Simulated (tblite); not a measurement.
# C4H11FSSi: the cost of one run

The runs use tblite 0.8.0 and PySCF 2.14.0, with density-fitted response routines of our own; the level of theory stands in each step. All values are computed, except where a source is named. Atoms are numbered from 0 throughout.

## (1) Starting geometry

18 atoms, charge 0, multiplicity 1; geometry from: force field or distance geometry start.

Bonds of the start (Å): C0–C1 1.48, C1–C2 1.51, C1–C3 1.50, C3–S4 1.83, C1–Si5 1.87, Si5–F6 1.70, C0–H7 1.11, C0–H8 1.12, C0–H9 1.11, C2–H10 1.12, C2–H11 1.11, C2–H12 1.10, C3–H13 1.12, C3–H14 1.08, S4–H15 1.40, Si5–H16 1.48, Si5–H17 1.47.

## (2) Optimising the geometry with GFN2-xTB

What the job is given:

```
{"job": {"kind": "relax", "xc": "GFN2-xTB", "basis": "xTB"}, "charge": 0, "multiplicity": 1}
C     -1.115600     0.133500    -1.294900
C     -0.169200     0.128200    -0.152100
C     -0.215900     1.374700     0.701600
C      1.222500     0.066500    -0.719400
S      2.381500     0.042000     0.693500
Si    -0.610000    -1.307700     0.959000
F     -2.011300    -0.803300     1.772400
H     -0.591300    -0.272000    -2.182700
H     -1.997400    -0.518300    -1.044400
H     -1.471600     1.147300    -1.554600
H     -1.032000     2.057600     0.346000
H     -0.381600     1.055700     1.751700
H      0.756700     1.880000     0.670800
H      1.341400     1.040300    -1.259900
H      1.386300    -0.726200    -1.439100
H      3.019600    -1.207200     0.699100
H      0.472800    -1.632700     1.919800
H     -0.993600    -2.451900     0.121500
```

The run is started by

```
$ OMP_NUM_THREADS=1 python probes_run.py task.json out
```

This one command runs all jobs of the session in turn.

**Question.** How long does this first job take on 1 thread of Arm Neoverse N1, shared host, and how much memory does it need?

About 1.6 s, with a peak of 0.18 GiB.
